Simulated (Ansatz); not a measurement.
# Ca2Zr3Se3: the cost of one run

Computed with Ansatz 0.2.0 (DFT PBE, scalar-relativistic, plane waves, PAW, unless a step's input says otherwise).

### 1 The system as given

Symmetry: Pm-3m, No. 221, cubic system. The conventional cell has a = 4.925 Å, b = 4.925 Å, c = 4.925 Å, α = 90.00°, β = 90.00°, γ = 90.00°. Around Ca (site symmetry m-3m) lie 6 Se at 2.46 Å. Around Ca (site symmetry m-3m) lie 6 Zr at 2.46 Å. Zr (site symmetry 4/mmm) has 2 Ca at 2.46 Å and 4 Se at 2.46 Å as nearest neighbours. Se (site symmetry 4/mmm) has 2 Ca at 2.46 Å and 4 Zr at 2.46 Å as nearest neighbours.

Coordinates:

```
CELL_PARAMETERS angstrom
4.92543 0.00000 0.00000
0.00000 4.92543 0.00000
0.00000 0.00000 4.92543
ATOMIC_POSITIONS crystal
Ca 0.00000 0.00000 0.00000
Ca 0.50000 0.50000 0.50000
Zr 0.00000 0.50000 0.50000
Zr 0.50000 0.00000 0.50000
Zr 0.50000 0.50000 0.00000
Se 0.50000 0.00000 0.00000
Se 0.00000 0.50000 0.00000
Se 0.00000 0.00000 0.50000
```

Recipe of the guess: random cell by space group and Wyckoff sites (Pm-3m, No. 221). The dimensions are guesses.

### 2 A first look at the guess

Input file input.yaml:

```yaml
crystal:
  lattice:
    - [4.92542686, 0.0, 0.0]
    - [0.0, 4.92542686, 0.0]
    - [0.0, 0.0, 4.92542686]
  atoms:
    - { symbol: Ca, position: [0.0, 0.0, 0.0] }
    - { symbol: Ca, position: [0.5, 0.5, 0.5] }
    - { symbol: Zr, position: [0.0, 0.5, 0.5] }
    - { symbol: Zr, position: [0.5, 0.0, 0.5] }
    - { symbol: Zr, position: [0.5, 0.5, 0.0] }
    - { symbol: Se, position: [0.5, 0.0, 0.0] }
    - { symbol: Se, position: [0.0, 0.5, 0.0] }
    - { symbol: Se, position: [0.0, 0.0, 0.5] }
basis:
  ecutwfc: 420
kpoints:
  mp_grid: { grid: [4, 4, 4] }
hamiltonian:
  xc: pbe
scf:
  occupations: { method: gaussian, width: 0.1 }
  lower_state_search: "off"
output:
  forces: true
  stress: true
  eigenvalues: true
```

On the command line:

```
$ ansatz run input.yaml --threads 1 --pin off --max-ram 2048MiB --backend cpu --events-out ev --progress --plain --runs-dir out
```

What time and memory should one allow on 1 thread of Arm Neoverse V2, shared host?

About 5.7 s, with a peak of 0.41 GiB.
